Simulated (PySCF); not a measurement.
# [La3]+: how settings move a single point

Which settings matter for [La3]+? Each run alters one on purpose. The structure is generated, not taken from experiment.

The runs use PySCF 2.14.0; PBE0, La def2-SVP with ECP46; scalar-relativistic core potentials, no spin–orbit coupling.

3 further runs of the same task are left out: 2 for a known fault of the program, 1 that didn't finish.

### Step 1. The starting structure

3 atoms, charge 1, spin multiplicity 3.

Bond lengths: La1–La2 3.273 Å, La1–La3 3.273 Å, La2–La3 3.273 Å. Angles: La2–La1–La3 60.0°, La1–La2–La3 60.0°, La1–La3–La2 60.0°.

Geometry (Å):

```tsv
atom	x (Å)	y (Å)	z (Å)
La1	1.8899	0.0000	0.0000
La2	-0.9449	1.6367	0.0000
La3	-0.9449	-1.6366	0.0000
```

An earlier session relaxed this geometry at PBE0, La def2-SVP with ECP46 (triplet, point group D3h).

The sound run used a (50, 194) grid (finer on f atoms), a threshold of 1e-8 and at most 55 cycles, and ended at -94.406307 Eh.

### Step 2. Try 1

run.py (the lines that set the calculation) reads:

```python
mol = gto.M(atom='''
La     1.88985    -0.00001     0.00000
La    -0.94491     1.63666     0.00000
La    -0.94494    -1.63665     0.00000''',
    basis={'La': 'def2-SVP'},
    ecp={'La': 'def2-SVP'},
    charge=1, spin=2)
mf = dft.UKS(mol, xc='PBE0')
mf.grids.atom_grid = (50, 194)  # f atoms: unpruned, at least (60, 302)
mf = mf.density_fit()  # fitting sets: La def2-universal-JKFIT
mf.conv_tol = 1e-08; mf.max_cycle = 55
mf.kernel(dm0)  # dm0: smeared density
```

Started as:

```sh
$ OMP_NUM_THREADS=2 python run.py
```

Standard output:

```text
init E= -94.1820418602584
  HOMO = -0.26605839674  LUMO = -0.231600836122  gap/eV = 0.93764
cycle= 1 E= -94.395514420887  delta_E= -0.213  |g|= 0.107  |ddm|=  1.3
  HOMO = -0.244943496806  LUMO = -0.183013936808  gap/eV = 1.68519
cycle= 2 E= -94.3906029345573  delta_E= 0.00491  |g|= 0.149  |ddm|= 0.509
  HOMO = -0.267574700759  LUMO = -0.194558311925  gap/eV = 1.98688
cycle= 3 E= -94.4056262454729  delta_E= -0.015  |g|= 0.00951  |ddm|= 0.334
  HOMO = -0.266839053189  LUMO = -0.193454798168  gap/eV = 1.99689
cycle= 4 E= -94.4060028606419  delta_E= -0.000377  |g|= 0.00404  |ddm|= 0.0675
  HOMO = -0.266091159638  LUMO = -0.192588491418  gap/eV = 2.00011
cycle= 5 E= -94.4061201660151  delta_E= -0.000117  |g|= 0.009  |ddm|= 0.0627
  HOMO = -0.265916453671  LUMO = -0.192307668112  gap/eV = 2.00300
cycle= 6 E= -94.4062415476372  delta_E= -0.000121  |g|= 0.00201  |ddm|= 0.0301
  HOMO = -0.26581515136  LUMO = -0.192110246508  gap/eV = 2.00561
cycle= 7 E= -94.4062980290564  delta_E= -5.65e-05  |g|= 0.000715  |ddm|= 0.0442
  HOMO = -0.265593556651  LUMO = -0.191894824653  gap/eV = 2.00544
cycle= 8 E= -94.4063052563184  delta_E= -7.23e-06  |g|= 0.000435  |ddm|= 0.0191
  HOMO = -0.265580299295  LUMO = -0.191887114213  gap/eV = 2.00529
cycle= 9 E= -94.4063056054836  delta_E= -3.49e-07  |g|= 0.000489  |ddm|= 0.00245
  HOMO = -0.265560767436  LUMO = -0.191877281002  gap/eV = 2.00503
cycle= 10 E= -94.4063064426356  delta_E= -8.37e-07  |g|= 8.87e-05  |ddm|= 0.00371
  HOMO = -0.265552322558  LUMO = -0.191876153352  gap/eV = 2.00483
cycle= 11 E= -94.4063066445823  delta_E= -2.02e-07  |g|= 5.63e-05  |ddm|= 0.00213
  HOMO = -0.265547977627  LUMO = -0.191874927678  gap/eV = 2.00475
cycle= 12 E= -94.4063067177848  delta_E= -7.32e-08  |g|= 4.75e-05  |ddm|= 0.00108
  HOMO = -0.265546936228  LUMO = -0.191875770177  gap/eV = 2.00469
cycle= 13 E= -94.4063067677735  delta_E= -5e-08  |g|= 2.98e-05  |ddm|= 0.00103
  HOMO = -0.265549604054  LUMO = -0.191878993781  gap/eV = 2.00468
cycle= 14 E= -94.4063067940487  delta_E= -2.63e-08  |g|= 1.23e-05  |ddm|= 0.00117
  HOMO = -0.265547920957  LUMO = -0.191878110834  gap/eV = 2.00466
cycle= 15 E= -94.4063067949379  delta_E= -8.89e-10  |g|= 5.81e-06  |ddm|= 0.000177
  HOMO = -0.265548899584  LUMO = -0.191878671088  gap/eV = 2.00467
Extra cycle  E= -94.4063067950154  delta_E= -7.75e-11  |g|= 7.5e-06  |ddm|= 4.75e-05
converged SCF energy = -94.4063067950154  <S^2> = 2.1823755  2S+1 = 3.119215
```

It took 7.8 s on 2 threads of Arm Neoverse V1, shared host.

Changed: the starting guess (smeared density). It converges in 15 cycles, at the sound run's energy within 0.001 eV, with a largest force component of 0.00 eV/Å. The result survives the change.

### Step 3. Try 2

run.py (the lines that set the calculation) reads:

```python
mol = gto.M(atom='''
La     1.77646    -0.00001     0.00000
La    -0.88822     1.53846     0.00000
La    -0.88824    -1.53845     0.00000''',
    basis={'La': 'def2-SVP'},
    ecp={'La': 'def2-SVP'},
    charge=1, spin=2)
mf = dft.UKS(mol, xc='PBE0')
mf.grids.atom_grid = (50, 194)  # f atoms: unpruned, at least (60, 302)
mf = mf.density_fit()  # fitting sets: La def2-universal-JKFIT
mf.conv_tol = 1e-08; mf.max_cycle = 55
mf.kernel(dm0)  # dm0: free metal ions and neutral atoms
```

Started as:

```sh
$ OMP_NUM_THREADS=2 python run.py
```

Standard output:

```text
init E= -93.5732081619974
cycle= 1 E= -93.9648180013395  delta_E= -0.392  |g|= 0.727  |ddm|= 2.88
cycle= 2 E= -92.7530505319724  delta_E= 1.21  |g|= 1.37  |ddm|= 7.37
  HOMO = -0.263320590708  LUMO = -0.247234960867  gap/eV = 0.43771
cycle= 3 E= -94.194517451803  delta_E= -1.44  |g|= 0.406  |ddm|=  6.9
  HOMO = -0.255627330046  LUMO = -0.234507974198  gap/eV = 0.57469
cycle= 4 E= -94.0158973277027  delta_E= 0.179  |g|= 0.643  |ddm|= 2.42
  HOMO = -0.254351603429  LUMO = -0.213087615827  gap/eV = 1.12285
cycle= 5 E= -94.3837698140539  delta_E= -0.368  |g|= 0.098  |ddm|= 1.23
  HOMO = -0.270182582625  LUMO = -0.206847308733  gap/eV = 1.72344
cycle= 6 E= -94.391304533663  delta_E= -0.00753  |g|= 0.047  |ddm|= 0.205
  HOMO = -0.27177305107  LUMO = -0.204529869663  gap/eV = 1.82978
cycle= 7 E= -94.3940811359838  delta_E= -0.00278  |g|= 0.0181  |ddm|= 0.119
  HOMO = -0.272794173174  LUMO = -0.202869974189  gap/eV = 1.90273
cycle= 8 E= -94.3951965303233  delta_E= -0.00112  |g|= 0.00853  |ddm|= 0.114
  HOMO = -0.273148146492  LUMO = -0.201959606926  gap/eV = 1.93714
cycle= 9 E= -94.3957026289366  delta_E= -0.000506  |g|= 0.00857  |ddm|= 0.0722
  HOMO = -0.273501645687  LUMO = -0.201292852361  gap/eV = 1.96490
cycle= 10 E= -94.3962578450014  delta_E= -0.000555  |g|= 0.00593  |ddm|= 0.0767
  HOMO = -0.274485274516  LUMO = -0.200461985679  gap/eV = 2.01428
cycle= 11 E= -94.39751467638  delta_E= -0.00126  |g|= 0.00421  |ddm|= 0.223
  HOMO = -0.273963570425  LUMO = -0.19900054682  gap/eV = 2.03985
cycle= 12 E= -94.3980292071663  delta_E= -0.000515  |g|= 0.00317  |ddm|= 0.147
  HOMO = -0.275042966971  LUMO = -0.198836074745  gap/eV = 2.07370
cycle= 13 E= -94.3981738798919  delta_E= -0.000145  |g|= 0.00155  |ddm|= 0.0821
  HOMO = -0.273943414496  LUMO = -0.198390359233  gap/eV = 2.05590
cycle= 14 E= -94.3981884919358  delta_E= -1.46e-05  |g|= 0.00149  |ddm|= 0.0253
  HOMO = -0.274594878991  LUMO = -0.19818909285  gap/eV = 2.07911
cycle= 15 E= -94.3982231923974  delta_E= -3.47e-05  |g|= 0.000675  |ddm|= 0.0431
  HOMO = -0.274857301612  LUMO = -0.198089595712  gap/eV = 2.08896
cycle= 16 E= -94.3982331099499  delta_E= -9.92e-06  |g|= 0.000447  |ddm|= 0.0227
  HOMO = -0.274666440748  LUMO = -0.198123475838  gap/eV = 2.08284
cycle= 17 E= -94.3982358273262  delta_E= -2.72e-06  |g|= 0.000292  |ddm|= 0.0122
  HOMO = -0.274715283421  LUMO = -0.198042450271  gap/eV = 2.08637
cycle= 18 E= -94.3982373065477  delta_E= -1.48e-06  |g|= 0.000168  |ddm|= 0.00712
  HOMO = -0.274737743724  LUMO = -0.19799707863  gap/eV = 2.08822
cycle= 19 E= -94.3982381805894  delta_E= -8.74e-07  |g|= 0.000146  |ddm|= 0.00523
  HOMO = -0.274705654094  LUMO = -0.197975845103  gap/eV = 2.08792
cycle= 20 E= -94.3982385288528  delta_E= -3.48e-07  |g|= 0.00014  |ddm|= 0.00238
  HOMO = -0.274722214317  LUMO = -0.197962718078  gap/eV = 2.08873
cycle= 21 E= -94.3982386588978  delta_E= -1.3e-07  |g|= 0.000156  |ddm|= 0.00165
  HOMO = -0.274716441268  LUMO = -0.19795037914  gap/eV = 2.08891
cycle= 22 E= -94.3982388817829  delta_E= -2.23e-07  |g|= 6.66e-05  |ddm|= 0.00226
  HOMO = -0.274716777916  LUMO = -0.197917695407  gap/eV = 2.08981
cycle= 23 E= -94.3982390566628  delta_E= -1.75e-07  |g|= 2.84e-05  |ddm|= 0.00321
  HOMO = -0.274715635408  LUMO = -0.197909983481  gap/eV = 2.08999
cycle= 24 E= -94.3982390811921  delta_E= -2.45e-08  |g|= 1.58e-05  |ddm|= 0.00109
  HOMO = -0.274715074858  LUMO = -0.197908457061  gap/eV = 2.09001
cycle= 25 E= -94.3982390851696  delta_E= -3.98e-09  |g|= 9.46e-06  |ddm|= 0.000339
  HOMO = -0.274715372935  LUMO = -0.197908270188  gap/eV = 2.09003
Extra cycle  E= -94.3982390860207  delta_E= -8.51e-10  |g|= 1.3e-05  |ddm|= 0.000113
converged SCF energy = -94.3982390860207  <S^2> = 2.4006705  2S+1 = 3.256176
```

Run time: 9.5 s. Hardware: 2 threads of Arm Neoverse V1, shared host.

Changed: the scale of all coordinates (0.94). It converges in 25 cycles, +0.220 eV from the sound run, with a largest force component of 1.34 eV/Å. The setting is unsound, so these numbers aren't the compound's.

### Step 4. Try 3

run.py (the lines that set the calculation) reads:

```python
mol = gto.M(atom='''
La     1.88985    -0.00001     0.00000
La    -0.94491     1.63666     0.00000
La    -0.94494    -1.63665     0.00000''',
    basis={'La': 'def2-SVP'},
    ecp={'La': 'def2-SVP'},
    charge=1, spin=2)
mf = dft.UKS(mol, xc='PBE0')
mf.grids.atom_grid = (50, 194)  # f atoms: unpruned, at least (60, 302)
mf = mf.density_fit()  # fitting sets: La def2-universal-JKFIT
mf.conv_tol = 1e-06; mf.max_cycle = 55
mf.kernel(dm0)  # dm0: free metal ions and neutral atoms
```

Started as:

```sh
$ OMP_NUM_THREADS=2 python run.py
```

Standard output:

```text
init E= -93.511600195731
cycle= 1 E= -94.0144632379346  delta_E= -0.503  |g|= 0.679  |ddm|= 2.78
  HOMO = -0.12414847072  LUMO = -0.121328214174  gap/eV = 0.07674
cycle= 2 E= -92.4769565610088  delta_E= 1.54  |g|= 1.36  |ddm|= 7.09
  HOMO = -0.268733882754  LUMO = -0.253631357615  gap/eV = 0.41096
cycle= 3 E= -94.3067069600167  delta_E= -1.83  |g|= 0.265  |ddm|= 6.76
  HOMO = -0.253669607875  LUMO = -0.23976285402  gap/eV = 0.37842
cycle= 4 E= -93.5337115370643  delta_E= 0.773  |g|= 0.903  |ddm|= 2.49
  HOMO = -0.246318242131  LUMO = -0.215148990683  gap/eV = 0.84816
cycle= 5 E= -94.3964488568268  delta_E= -0.863  |g|= 0.0362  |ddm|= 2.04
  HOMO = -0.261212889522  LUMO = -0.203511281517  gap/eV = 1.57014
cycle= 6 E= -94.399169281474  delta_E= -0.00272  |g|= 0.0351  |ddm|= 0.234
  HOMO = -0.262869174395  LUMO = -0.200910212629  gap/eV = 1.68599
cycle= 7 E= -94.4013885855164  delta_E= -0.00222  |g|= 0.0204  |ddm|= 0.115
  HOMO = -0.264105934818  LUMO = -0.199246275232  gap/eV = 1.76492
cycle= 8 E= -94.4028175756417  delta_E= -0.00143  |g|= 0.0134  |ddm|= 0.11
  HOMO = -0.266793393632  LUMO = -0.196487097384  gap/eV = 1.91313
cycle= 9 E= -94.4045303397555  delta_E= -0.00171  |g|= 0.00911  |ddm|= 0.184
  HOMO = -0.266915225863  LUMO = -0.195672292954  gap/eV = 1.93862
cycle= 10 E= -94.4049383908027  delta_E= -0.000408  |g|= 0.00874  |ddm|= 0.0667
  HOMO = -0.266332914938  LUMO = -0.19435220323  gap/eV = 1.95869
cycle= 11 E= -94.4055565390267  delta_E= -0.000618  |g|= 0.00432  |ddm|= 0.104
  HOMO = -0.265550087948  LUMO = -0.192856356096  gap/eV = 1.97810
cycle= 12 E= -94.4060452766589  delta_E= -0.000489  |g|= 0.00332  |ddm|= 0.137
  HOMO = -0.265622687531  LUMO = -0.192518627379  gap/eV = 1.98926
cycle= 13 E= -94.406165299745  delta_E= -0.00012  |g|= 0.00298  |ddm|= 0.0566
  HOMO = -0.265654781203  LUMO = -0.192024847419  gap/eV = 2.00357
cycle= 14 E= -94.4062545135049  delta_E= -8.92e-05  |g|= 0.00102  |ddm|= 0.0639
  HOMO = -0.265188389226  LUMO = -0.192310706769  gap/eV = 1.98310
cycle= 15 E= -94.4062774080113  delta_E= -2.29e-05  |g|= 0.000981  |ddm|= 0.0283
  HOMO = -0.265686212338  LUMO = -0.19193000239  gap/eV = 2.00701
cycle= 16 E= -94.4062894389036  delta_E= -1.2e-05  |g|= 0.000444  |ddm|= 0.0247
  HOMO = -0.265554722893  LUMO = -0.192044343188  gap/eV = 2.00032
cycle= 17 E= -94.4062960656459  delta_E= -6.63e-06  |g|= 0.000337  |ddm|= 0.0156
  HOMO = -0.265507637794  LUMO = -0.192066704662  gap/eV = 1.99843
cycle= 18 E= -94.4062993459595  delta_E= -3.28e-06  |g|= 0.00025  |ddm|= 0.0101
  HOMO = -0.265549424307  LUMO = -0.192005371208  gap/eV = 2.00124
cycle= 19 E= -94.4063023014315  delta_E= -2.96e-06  |g|= 0.000202  |ddm|= 0.00946
  HOMO = -0.265567056258  LUMO = -0.191969957254  gap/eV = 2.00268
cycle= 20 E= -94.406304520665  delta_E= -2.22e-06  |g|= 0.000172  |ddm|= 0.00921
  HOMO = -0.265547103248  LUMO = -0.1919371931  gap/eV = 2.00303
cycle= 21 E= -94.4063060473418  delta_E= -1.53e-06  |g|= 0.00016  |ddm|= 0.0102
  HOMO = -0.265554576032  LUMO = -0.191912861712  gap/eV = 2.00389
cycle= 22 E= -94.4063063745866  delta_E= -3.27e-07  |g|= 0.000125  |ddm|= 0.00356
  HOMO = -0.265553163648  LUMO = -0.191909010216  gap/eV = 2.00396
Extra cycle  E= -94.4063063371717  delta_E= 3.74e-08  |g|= 0.000358  |ddm|= 0.00121
converged SCF energy = -94.4063063371717  <S^2> = 2.1820855  2S+1 = 3.119029
```

It took 9.2 s on 2 threads of Arm Neoverse V1, shared host.

Changed: the SCF threshold (1e-06). It converges in 22 cycles, at the sound run's energy within 0.001 eV, with a largest force component of 0.01 eV/Å. The result survives the change.

### Step 5. Try 4

run.py (the lines that set the calculation): that of step 4 with these lines changed.

```diff
@@ -6,3 +6,3 @@
     ecp={'La': 'def2-SVP'},
-    charge=1, spin=2)
+    charge=1, spin=10)
 mf = dft.UKS(mol, xc='PBE0')
@@ -10,3 +10,3 @@
 mf = mf.density_fit()  # fitting sets: La def2-universal-JKFIT
-mf.conv_tol = 1e-06; mf.max_cycle = 55
+mf.conv_tol = 1e-08; mf.max_cycle = 89
 mf.kernel(dm0)  # dm0: free metal ions and neutral atoms
```

Started as:

```sh
$ OMP_NUM_THREADS=2 python run.py
```

Standard output:

```text
init E= -93.248982705209
cycle= 1 E= -93.4859675504669  delta_E= -0.237  |g|= 0.53  |ddm|= 3.04
cycle= 2 E= -92.985509806731  delta_E=  0.5  |g|= 0.935  |ddm|= 3.54
cycle= 3 E= -93.0251242806651  delta_E= -0.0396  |g|= 0.763  |ddm|=  3.2
cycle= 4 E= -93.6870749004844  delta_E= -0.662  |g|= 0.157  |ddm|= 1.61
cycle= 5 E= -93.6963269806177  delta_E= -0.00925  |g|= 0.121  |ddm|= 0.198
cycle= 6 E= -93.7045970755572  delta_E= -0.00827  |g|= 0.085  |ddm|= 0.145
cycle= 7 E= -93.7120928251367  delta_E= -0.0075  |g|= 0.0397  |ddm|= 0.23
cycle= 8 E= -93.7123999953849  delta_E= -0.000307  |g|= 0.0419  |ddm|= 0.0894
cycle= 9 E= -93.7146654927208  delta_E= -0.00227  |g|= 0.0149  |ddm|= 0.124
cycle= 10 E= -93.7154371746396  delta_E= -0.000772  |g|= 0.00741  |ddm|= 0.106
cycle= 11 E= -93.7159505610572  delta_E= -0.000513  |g|= 0.00398  |ddm|= 0.101
cycle= 12 E= -93.7163284027865  delta_E= -0.000378  |g|= 0.00522  |ddm|= 0.0901
cycle= 13 E= -93.7169170175089  delta_E= -0.000589  |g|= 0.00354  |ddm|= 0.174
cycle= 14 E= -93.7169123213087  delta_E= 4.7e-06  |g|= 0.00296  |ddm|= 0.027
cycle= 15 E= -93.7172544666919  delta_E= -0.000342  |g|= 0.00339  |ddm|= 0.119
cycle= 16 E= -93.7172717490746  delta_E= -1.73e-05  |g|= 0.0035  |ddm|= 0.00652
cycle= 17 E= -93.7172229432235  delta_E= 4.88e-05  |g|= 0.00376  |ddm|= 0.0171
cycle= 18 E= -93.7172188697125  delta_E= 4.07e-06  |g|= 0.00413  |ddm|= 0.00602
cycle= 19 E= -93.7172035007091  delta_E= 1.54e-05  |g|= 0.00548  |ddm|= 0.0268
cycle= 20 E= -93.7175190586252  delta_E= -0.000316  |g|= 0.00294  |ddm|= 0.116
cycle= 21 E= -93.7177625973276  delta_E= -0.000244  |g|= 0.00228  |ddm|= 0.121
cycle= 22 E= -93.7181098708148  delta_E= -0.000347  |g|= 0.00526  |ddm|= 0.326
cycle= 23 E= -93.7181054021343  delta_E= 4.47e-06  |g|= 0.00134  |ddm|= 0.0903
cycle= 24 E= -93.7181081596945  delta_E= -2.76e-06  |g|= 0.00136  |ddm|= 0.0162
cycle= 25 E= -93.7181421030574  delta_E= -3.39e-05  |g|= 0.000776  |ddm|= 0.0666
cycle= 26 E= -93.7181406050519  delta_E= 1.5e-06  |g|= 0.00056  |ddm|= 0.017
cycle= 27 E= -93.7181472627403  delta_E= -6.66e-06  |g|= 0.000297  |ddm|= 0.0246
cycle= 28 E= -93.7181488801308  delta_E= -1.62e-06  |g|= 0.000339  |ddm|= 0.00978
cycle= 29 E= -93.7181495445952  delta_E= -6.64e-07  |g|= 0.000103  |ddm|= 0.00779
cycle= 30 E= -93.7181496175043  delta_E= -7.29e-08  |g|= 0.000134  |ddm|= 0.00408
cycle= 31 E= -93.7181497126658  delta_E= -9.52e-08  |g|= 7.27e-05  |ddm|= 0.0027
cycle= 32 E= -93.7181497308092  delta_E= -1.81e-08  |g|= 4.64e-05  |ddm|= 0.00166
cycle= 33 E= -93.7181497319557  delta_E= -1.15e-09  |g|= 2.64e-05  |ddm|= 0.000596
Extra cycle  E= -93.71814972248  delta_E= 9.48e-09  |g|= 0.000114  |ddm|= 0.000294
converged SCF energy = -93.71814972248  <S^2> = 30.00327  2S+1 = 11.000595
```

It took 11 s on 2 threads of Arm Neoverse V1, shared host.

Changed: the spin (10 unpaired electrons); the cycle limit is 89. It converges in 33 cycles, +18.726 eV from the sound run, with a largest force component of 0.97 eV/Å. The setting is unsound, so these numbers aren't the compound's.

### Step 6. Results

| run | changed | ending | energy change (eV) | cycles | time | usable |
| --- | --- | --- | --- | --- | --- | --- |
| 1 | the starting guess | converged | 0.000 | 15 | 7.8 s | yes |
| 2 | the scale of all coordinates | converged | +0.220 | 25 | 9.5 s | no |
| 3 | the SCF threshold | converged | 0.000 | 22 | 9.2 s | yes |
| 4 | the spin | converged | +18.726 | 33 | 11 s | no |

2 of 4 altered runs give a usable result. 2 ended normally with numbers unfit to quote.
